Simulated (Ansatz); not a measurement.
## ClH₃NOSi, SMILES N[SiH]([O])Cl: a polarisability from point charges, step by step

Program: Ansatz's Python interface.

Notebook, run cell by cell (the value of a cell's last expression is shown):

**Cell 1**
```python
import warnings

import ansatz
import numpy as np

GEOMETRY = """
N    -0.96620   -0.19920    0.66090
Si    0.62860    0.03230   -0.02460
O     1.46060   -1.43760    0.13350
Cl    0.58210    0.55010   -2.05620
H    -1.51070    0.74190    0.46800
H    -1.49780   -0.85880    0.06580
H     1.36470    1.10330    0.70690
"""

warnings.simplefilter("ignore", ansatz.DeckWarning)
```

**Cell 2**
```python
geometry = ansatz.Crystal.molecule()
for line in GEOMETRY.strip().splitlines():
    symbol, *xyz = line.split()
    geometry = geometry.atom(symbol, [float(v) for v in xyz])

base = (
    geometry.calculation()
    .basis(gaussian="def2-SVPD")
    .functional("pbe")
    .spin("collinear", total=1)
    .forces()
)
centre = np.mean([site.position_ang for site in geometry.cartesian_sites], axis=0)
field = 2 * 14.399645 * 4.0 / 25.0 ** 2


def dipole(axis, sign):
    arm = 25.0 * np.eye(3)[axis]
    pair = [{"charge": sign * 4.0, "position_ang": (centre - arm).tolist()}, {"charge": -sign * 4.0, "position_ang": (centre + arm).tolist()}]
    deck = base.input().set(ansatz.key.basis.gaussian.point_charges, pair)
    return np.array(ansatz.Session.from_dict(deck).plan().execute().report["charge_distribution"]["dipole_moment_e_ang"])
```

**Cell 3**
```python
print(f"field {field:.4f} V/A")
alpha = np.array([(dipole(axis, 1) - dipole(axis, -1)) / (2 * field) * 14.399645 for axis in range(3)])
print("polarisability tensor (A^3)")
print(np.array2string(alpha, precision=3, suppress_small=True))
print(f"mean {np.trace(alpha) / 3:.3f} A^3 = {np.trace(alpha) / 3 / 0.14818471:.2f} bohr^3")
```
Output:
```text
field 0.1843 V/A
polarisability tensor (A^3)
[[10.189 -1.026 -0.47 ]
 [-1.029  8.601 -0.768]
 [-0.48  -0.798 10.639]]
mean 9.810 A^3 = 66.20 bohr^3
```

The geometry is a force-field or estimated start, not a minimum of this method, and the basis set is short of its limit. The field of two point charges is only nearly even. The species is open-shell (spin multiplicity 2). Wall time of the script: 66 s on 1 thread of AMD EPYC 9R45 96-Core Processor (Zen 5), with other jobs on the host, peak memory 0.37 GiB.

(Lines on the test bed's own set-up are left out of the output.)
